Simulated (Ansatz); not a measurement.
# TaF3 (Pm-3m) in Ansatz: a series of runs

Aim: see how the results for TaF3 move with the level of theory and the settings. Levels: HSE06, HSE03, HSEsol. Tasks: band structure.

Program: Ansatz 0.2.0. These are calculated values, not measurements. Logs are shortened: lines on timing, memory, paths and dates and some standing lists are left out, and cuts for length are marked.

## 1. The structure

The structure is cubic, space group Pm-3m (No. 221). Conventional cell: a = 3.901 Å, b = 3.901 Å, c = 3.901 Å, α = 90.00°, β = 90.00°, γ = 90.00°. Ta (site symmetry m-3m) is surrounded by 6 F at 1.95 Å. Around F (site symmetry 4/mmm) lie 2 Ta at 1.95 Å.

## 2. Band structure, HSE06

File input:

```
crystal:
  lattice:
    - [3.9012, 0.0, 0.0]
    - [0.0, 3.9012, 0.0]
    - [0.0, 0.0, 3.9012]
  atoms:
    - { symbol: Ta, position: [0.0, 0.0, 0.0] }
    - { symbol: F, position: [0.0, 0.0, 0.5] }
    - { symbol: F, position: [0.0, 0.5, 0.0] }
    - { symbol: F, position: [0.5, 0.0, 0.0] }
hamiltonian:
  xc: hse06
  pseudopotentials: { kind: paw }
kpoints:
  mp_grid: { grid: [4, 4, 4] }
  band_path:
    path:
      - [[0.0, 0.0, 0.0], [0.0, 0.5, 0.0], [0.5, 0.5, 0.0], [0.0, 0.0, 0.0], [0.5, 0.5, 0.5], [0.0, 0.5, 0.0]]
      - [[0.5, 0.5, 0.0], [0.5, 0.5, 0.5]]
    npoints: 4
scf:
  occupations: { method: fermi_dirac, width: 0.05 }
  n_extra_bands: 10
output:
  forces: true
  stress: true
  eigenvalues: true
  fatbands: false
```

Potentials or basis: Ansatz PAW.

Log:

```text
Warning: output.stress: scf.convergence.dr2_threshold = 1e-7 eV (the SCF's general default) is looser than the 4e-10 eV advised for a printed stress (1e-10 eV for each atom of the cell: 4). What an SCF threshold leaves in a stress goes as its square root, and in the free energy as the threshold itself, and one threshold admits the most on a small cell: of the crystals measured, under no hybrid functional and no lock of the moments, on runs that ended without the residual-converged pass, on stresses that held no estimate of that error, the worst erred by over 100 MPa in a component at 1e-7 eV an atom and by under 5 at 1e-10. Set scf.convergence.dr2_threshold to 4e-10 eV or tighter. The threshold is an SCF's pass mark: one that does not reach it within its budget of iterations ends unconverged, or closes short of it on a stop that the run arms, and scf.convergence.dr2_threshold's page says what that costs each kind of run
Warning: output.stress: scf.exx.energy_threshold = 1e-6 eV is looser than the 4e-8 eV advised for a stress under a hybrid functional (1e-8 eV for each atom of the cell: 4). Every SCF of the exchange loop can meet its threshold on dr2 while the loop round them stops early: no threshold on dr2 bounds what that leaves in the stress. Set scf.exx.energy_threshold to 4e-8 eV or tighter. The threshold is the loop's pass mark: a loop that does not reach it within its budget of cycles ends unconverged, and scf.exx.energy_threshold's page has the law
scf.n_extra_bands = 10 over 17 filled bands (N_el = 34.0): the run solves 27 bands
GPUs: using 1 of 1 available (devices: 1).
Engine: ansatz 0.2.0, x86_64-unknown-linux-gnu
Pseudopotentials: kind: paw
Pseudopotential: Ta, paw, valence charge 13, recommended cutoff 420 eV (normal), Ta.paw.azcp
Pseudopotential: F, paw, valence charge 7, recommended cutoff 420 eV (normal), F.paw.azcp
Functional definition: HSE06
  parameter a = 0.25
  parameter omega = 0.11/bohr
  exchange = pbe_x - a*pbe_x_sr(omega) + a*exact_x_sr(omega)
  correlation = pbe_c
device memory: the entry about to start is reckoned to put 0.6 GiB on a device that reports 57.7 GiB free (of which the cap on the GPU budget leaves the run 18.0 GiB)
GPU FFT provider: cuFFT
GPU libraries: cuBLAS 13.8.2, cuFFT 12.4.0, cuSOLVER 12.3.4
Crystal: 4 atoms, lattice volume = 59.374 Å³
Basis set: ecut = 420 eV, 1189 PW (Γ), exchange–correlation on 54×54×54 points (8 copies of the dense FFT grid, shifted against one another)
Bands: 27, of which v1, the nominal top of the filled ones, is band 17 counted from 1 (16 counted from 0)
Symmetry: 48 space group operations
Space group: Pm-3m (ITA 221), of the structure as read, at distance tolerance 3.9e-5 Å
k-points: 10 of 64
Non-local potential: Ta, projectors of the file, l = 0: 3, l = 1: 2, l = 2: 2, l = 3: 1
Non-local potential: F, projectors of the file, l = 0: 2, l = 1: 2, l = 2: 1
PAW form: soft (Blöchl's): semilocal exchange-correlation on the pseudo side does not see the compensation charge
PAW frozen core: Ta, regenerated for the run's functional, and the local potential with it (the file was generated under x = pbe(κ = 0.804, μ = 0.2195149727645171), c = pbe(β = 0.06672455060314922))
PAW frozen core: F, regenerated for the run's functional, and the local potential with it (the file was generated under x = pbe(κ = 0.804, μ = 0.2195149727645171), c = pbe(β = 0.06672455060314922))
PAW one-centre angular grid: Ta, 590 points (default); XC on 64 Gauss nodes
[... 49 lines left out ...]
SCF iter   3: F=—  HF=-12357.448133 eV  |F-HF|=—  |Δ(HF+E_count)|=   3.77e-7  Δρ=6.95e-6  dr2=1.87e-8  ethr=2.43e-10  ⟨swp⟩=4.4  Hψ=695  notcnv=0  defer=1
SCF iter   4: F=-12357.448133 eV  HF=-12357.448133 eV  |F-HF|=1.46e-11  |Δ(HF+E_count)|=   4.29e-9  Δρ=8.13e-7  dr2=1.99e-10  ethr=3.73e-11  ⟨swp⟩=3.2  Hψ=621  notcnv=0  defer=1
SCF 3 converged in 4 iterations: F = -12357.448133 eV  dr2 = 1.99e-10
  Residual-converged pass: ⟨swp⟩=3.0  Hψ=468  notcnv=0  max |occ|·‖R‖ = 2.4e-6 eV (tolerance 2.4e-6 eV)  dr2=1.95e-10  dr2_onsite=2.13e-11  max |Δocc| = 9.7e-13
hybrid outer 2: dexx = +4.621e-7 eV, tail = 1.17e-8 eV, Δε = 3.34e-3 eV (about 8.11e-5 eV left of the loop's levels)
device memory: the entry about to start is reckoned to put 0.5 GiB on a device that reports 55.1 GiB free (of which the cap on the GPU budget leaves the run 18.0 GiB)
NSCF: frozen V_eff on 26 k-points, pencils in batches of 32, up to order 120
hybrid SCF converged: 2 outer / 11 inner (+7 warm-up), last move |dexx| = 4.62e-7 eV, tail = 1.17e-8 eV
Stability not checked: this state was not tested for a lower state beside it, because the functional holds exact exchange (a hybrid, or Hartree-Fock), whose exchange loop this test does not read (fock_operator; see scf.lower_state_search)
Free energy (F): -12357.448133 eV
Frozen-core exchange: fock
Harris-Foulkes:  -12357.448133 eV  (|F-HF|=1.46e-11)
Internal energy: -12357.432298 eV  (E = F + TS)
E sigma→0 (E₀):  -12357.440215 eV
Entropy (-TS):   -0.015835 eV (-3.959 meV/atom)
Fermi energy:    10.564584 eV
--- Per-component energies (eV) ---
  E_band       = -444.625549
  E_kinetic    = 1002.346777
  E_local      = -3352.799116  (includes V_loc(G=0)·N_el)
  E_nonlocal   = 235.523883
  E_hartree    = 1287.454518
  E_xc         = -365.604480
  E_vxc        = -405.397702  (∫ρ·V_xc dr)
  E_exx        = -116.241480  (= α·E_x^exact, valence–valence)
  E_paw        = -8977.251605  (= ΣΔE_a)
  E_vpaw       = -266.731775  (= ΣTr[D̂ρ^β])
  E_aug_tail   = 0.005964  (compensation charges beyond the density's cutoff)
  E_ewald      = -2067.423180
  E_core_change = -3.443579  (= ΣΔE_core)
  E_smearing   = -0.015835  (= −TS)
  E_closure    = -0.000001  (closes the sum)
  Σ components = -12357.448133   (vs F -12357.448133, Δ=-1.82e-12)
--- Forces (eV/Å), atoms counted from 1 ---
  atom   1  Ta     0.00000000    -0.00000000     0.00000000
  atom   2  F      0.00000000    -0.00000000    -0.00000000
  atom   3  F      0.00000000    -0.00000000     0.00000000
  atom   4  F      0.00000000    -0.00000000     0.00000000
  max |Σ_I F_I| component: 7.05e-29 eV/Å
--- Stress (GPa, compression-positive) ---
       22.247052       0.000000       0.000000
        0.000000      22.247052       0.000000
        0.000000       0.000000      22.247052
  P = ⅓ Tr σ = 22.2471 GPa (222.471 kbar)
--- Band table (eV; the first three rows and the last of 10) ---
  k-point 0: bands = ["-63.7867", "-29.3263", "-29.3263", "-29.3263", "-22.1400", "-21.8386", "-21.8386", "-1.6457", "-1.6457", "-1.6457", "-0.7643", "-0.7643", "-0.7643", "-0.6371", "-0.6371", "-0.6371", "8.8872", "8.8872", "8.8872", "10.1407", "13.7245", "13.7245", "19.4086", "19.4086", "20.0625", "20.3848", "20.3848"]
  k-point 1: bands = ["-63.7862", "-29.5894", "-29.3260", "-29.3260", "-22.0482", "-21.8354", "-21.2122", "-2.8143", "-1.6278", "-1.6278", "-1.2373", "-1.0672", "-1.0672", "-0.8304", "-0.6686", "-0.6686", "8.9348", "9.8436", "9.8436", "11.0435", "13.7971", "14.7975", "17.1804", "19.9158", "20.3983", "20.6977", "20.6977"]
  k-point 2: bands = ["-63.7856", "-29.8236", "-29.3259", "-29.3259", "-22.0313", "-21.8321", "-20.4875", "-4.2128", "-1.5764", "-1.5764", "-1.4303", "-1.3987", "-1.3987", "-0.8958", "-0.6688", "-0.6688", "8.9832", "10.8339", "10.8339", "13.0432", "13.1576", "13.8643", "17.4508", "20.5255", "21.6121", "22.1439", "22.1439"]
  k-point 9: bands = ["-63.7839", "-29.8163", "-29.8163", "-29.8163", "-20.4764", "-20.4764", "-20.4764", "-4.1971", "-4.1971", "-4.1689", "-2.9331", "-2.9331", "-2.9331", "-0.0671", "-0.0671", "-0.0671", "12.5138", "12.5138", "12.5138", "14.2186", "18.6038", "18.6038", "18.6038", "18.9294", "18.9294", "19.1108", "19.1108"]
```

bands.tsv:

```text
# k_distance	band_0	band_1	band_2	band_3	band_4	band_5	band_6	band_7	band_8	band_9	band_10	band_11	band_12	band_13	band_14	band_15	band_16	band_17	band_18	band_19	band_20	band_21	band_22	band_23	band_24	band_25	band_26
# fermi_ev = 10.564561
[... 39 lines left out ...]
5.887046	-74.348631	-40.381578	-40.381578	-40.315721	-31.260503	-31.041824	-31.041824	-14.762903	-14.746079	-14.334827	-13.505896	-13.375581	-13.375581	-10.707832	-10.707832	-10.632784	1.702874	1.702874	1.880721	3.855170	6.932233	6.932233	7.400703	8.352894	8.421863	8.593344	9.960735
6.088368	-74.348498	-40.380884	-40.380884	-40.380884	-31.040983	-31.040983	-31.040983	-14.761612	-14.761612	-14.733416	-13.497669	-13.497669	-13.497669	-10.631669	-10.631669	-10.631669	1.949218	1.949218	1.949218	3.654071	8.039234	8.039234	8.039234	8.364794	8.364794	8.546233	8.546233
```

Wall time 23 s (1 × NVIDIA H100 80GB HBM3 with 2 threads of AMD EPYC 7R13 (Zen 3), shared host); peak memory 1.7 GiB.

Results:

| Property | Result |
| --- | --- |
| Free energy | -12357.4481 eV |
| Pressure | 22.2 GPa |
| Band gap on the k mesh | none (metal or under the smearing width) |

Levels at the corners of the path, in eV from the Fermi level:
```tsv
point	band 13	band 14	band 15	band 16	band 17	band 18	band 19	band 20
Γ	-11.33	-11.20	-11.20	-11.20	-1.68	-1.68	-1.68	-0.42
X	-11.96	-11.46	-11.23	-11.23	-1.58	0.27	0.27	2.48
M	-11.70	-11.70	-11.68	-10.64	0.39	0.39	1.63	3.89
Γ	-11.33	-11.20	-11.20	-11.20	-1.68	-1.68	-1.68	-0.42
R	-13.50	-10.63	-10.63	-10.63	1.95	1.95	1.95	3.65
X	-11.96	-11.46	-11.23	-11.23	-1.58	0.27	0.27	2.48
M	-11.70	-11.70	-11.68	-10.64	0.39	0.39	1.63	3.89
R	-13.50	-10.63	-10.63	-10.63	1.95	1.95	1.95	3.65
```

Caveat: the k mesh is coarse (spacing up to 0.40 Å⁻¹), so the values aren't converged, least of all with exact exchange; so large a pressure means that the cell lies far from this level's equilibrium, or that cutoff or potentials fall short; spin-orbit coupling is left out, which moves the levels of the heavy elements; the PAW data sets come from PBE, with cores solved anew for the run's functional, which leaves a small shift of forces and pressure; the thresholds are loose for stress.

## 3. Band structure, HSE03

Changes to input since step 2:

```diff
@@ -11,3 +11,3 @@
 hamiltonian:
-  xc: hse06
+  xc: { exchange: pbe, correlation: pbe, exx: { coeff: 0.25, omega: 0.3 } }
   pseudopotentials: { kind: paw }
@@ -28 +28,5 @@
   fatbands: false
+  write_density: true
+  write_potential: true
+  elf: true
+  volumetric_format: npy
```

Potentials or basis: Ansatz PAW.

Log:

```text
Warning: output.stress: scf.convergence.dr2_threshold = 1e-7 eV (the SCF's general default) is looser than the 4e-10 eV advised for a printed stress (1e-10 eV for each atom of the cell: 4). What an SCF threshold leaves in a stress goes as its square root, and in the free energy as the threshold itself, and one threshold admits the most on a small cell: of the crystals measured, under no hybrid functional and no lock of the moments, on runs that ended without the residual-converged pass, on stresses that held no estimate of that error, the worst erred by over 100 MPa in a component at 1e-7 eV an atom and by under 5 at 1e-10. Set scf.convergence.dr2_threshold to 4e-10 eV or tighter. The threshold is an SCF's pass mark: one that does not reach it within its budget of iterations ends unconverged, or closes short of it on a stop that the run arms, and scf.convergence.dr2_threshold's page says what that costs each kind of run
Warning: output.stress: scf.exx.energy_threshold = 1e-6 eV is looser than the 4e-8 eV advised for a stress under a hybrid functional (1e-8 eV for each atom of the cell: 4). Every SCF of the exchange loop can meet its threshold on dr2 while the loop round them stops early: no threshold on dr2 bounds what that leaves in the stress. Set scf.exx.energy_threshold to 4e-8 eV or tighter. The threshold is the loop's pass mark: a loop that does not reach it within its budget of cycles ends unconverged, and scf.exx.energy_threshold's page has the law
scf.n_extra_bands = 10 over 17 filled bands (N_el = 34.0): the run solves 27 bands
GPUs: using 1 of 1 available (devices: 1).
[... 4 set-up lines as earlier in the session ...]
Functional definition: unnamed
[... 98 lines left out ...]
  E_smearing   = -0.016087  (= −TS)
  E_closure    = -0.000000  (closes the sum)
  Σ components = -12357.489319   (vs F -12357.489319, Δ=-1.82e-12)
--- Forces (eV/Å), atoms counted from 1 ---
  atom   1  Ta     0.00000000    -0.00000000    -0.00000000
  atom   2  F     -0.00000000    -0.00000000     0.00000000
  atom   3  F     -0.00000000    -0.00000000     0.00000000
  atom   4  F     -0.00000000    -0.00000000     0.00000000
  max |Σ_I F_I| component: 7.36e-29 eV/Å
--- Stress (GPa, compression-positive) ---
       22.447113       0.000000       0.000000
        0.000000      22.447113       0.000000
        0.000000       0.000000      22.447113
  P = ⅓ Tr σ = 22.4471 GPa (224.471 kbar)
--- Band table (eV; the first three rows and the last of 10) ---
  k-point 0: bands = ["-63.5861", "-29.1346", "-29.1346", "-29.1346", "-21.9469", "-21.6467", "-21.6467", "-1.4712", "-1.4712", "-1.4712", "-0.5905", "-0.5905", "-0.5905", "-0.4721", "-0.4721", "-0.4721", "8.9710", "8.9710", "8.9710", "10.0618", "13.5882", "13.5882", "19.2809", "19.2809", "19.9431", "20.2471", "20.2471"]
  k-point 1: bands = ["-63.5855", "-29.3980", "-29.1338", "-29.1338", "-21.8554", "-21.6435", "-21.0222", "-2.6398", "-1.4521", "-1.4521", "-1.0617", "-0.8926", "-0.8926", "-0.6572", "-0.5017", "-0.5017", "9.0170", "9.8576", "9.8576", "10.9440", "13.6604", "14.6613", "17.0453", "19.7864", "20.2719", "20.5620", "20.5620"]
  k-point 2: bands = ["-63.5850", "-29.6323", "-29.1330", "-29.1330", "-21.8387", "-21.6403", "-20.2999", "-4.0298", "-1.3962", "-1.3962", "-1.2525", "-1.2276", "-1.2276", "-0.7230", "-0.5014", "-0.5014", "9.0638", "10.7735", "10.7735", "12.9299", "13.0285", "13.7274", "17.3034", "20.3941", "21.4725", "22.0051", "22.0051"]
  k-point 9: bands = ["-63.5832", "-29.6240", "-29.6240", "-29.6240", "-20.2888", "-20.2888", "-20.2888", "-4.0153", "-4.0153", "-3.9833", "-2.7460", "-2.7460", "-2.7460", "0.1039", "0.1039", "0.1039", "12.3733", "12.3733", "12.3733", "14.1186", "18.4669", "18.4669", "18.4669", "18.7686", "18.7686", "18.9794", "18.9794"]
```

Run time: 19 s. Hardware: 1 × NVIDIA H100 80GB HBM3 with 2 threads of AMD EPYC 7R13 (Zen 3), shared host; peak memory 1.7 GiB.

What came out:

| Property | Result |
| --- | --- |
| Free energy | -12357.4893 eV |
| Pressure | 22.4 GPa |
| Band gap on the k mesh | none (metal or under the smearing width) |

Levels at the corners of the path, in eV from the Fermi level:
| point | band 13 | band 14 | band 15 | band 16 | band 17 | band 18 | band 19 | band 20 |
| --- | --- | --- | --- | --- | --- | --- | --- | --- |
| Γ | -11.11 | -10.99 | -10.99 | -10.99 | -1.55 | -1.55 | -1.55 | -0.46 |
| X | -11.75 | -11.24 | -11.02 | -11.02 | -1.46 | 0.25 | 0.25 | 2.41 |
| M | -11.48 | -11.48 | -11.47 | -10.42 | 0.37 | 0.37 | 1.54 | 3.80 |
| Γ | -11.11 | -10.99 | -10.99 | -10.99 | -1.55 | -1.55 | -1.55 | -0.46 |
| R | -13.27 | -10.42 | -10.42 | -10.42 | 1.85 | 1.85 | 1.85 | 3.60 |
| X | -11.75 | -11.24 | -11.02 | -11.02 | -1.46 | 0.25 | 0.25 | 2.41 |
| M | -11.48 | -11.48 | -11.47 | -10.42 | 0.37 | 0.37 | 1.54 | 3.80 |
| R | -13.27 | -10.42 | -10.42 | -10.42 | 1.85 | 1.85 | 1.85 | 3.60 |

Caveat: the k mesh is coarse (spacing up to 0.40 Å⁻¹), so the values aren't converged, least of all with exact exchange; so large a pressure means that the cell lies far from this level's equilibrium, or that cutoff or potentials fall short; spin-orbit coupling is left out, which moves the levels of the heavy elements; the PAW data sets come from PBE, with cores solved anew for the run's functional, which leaves a small shift of forces and pressure; the thresholds are loose for stress.

[end of part 1 of 2]
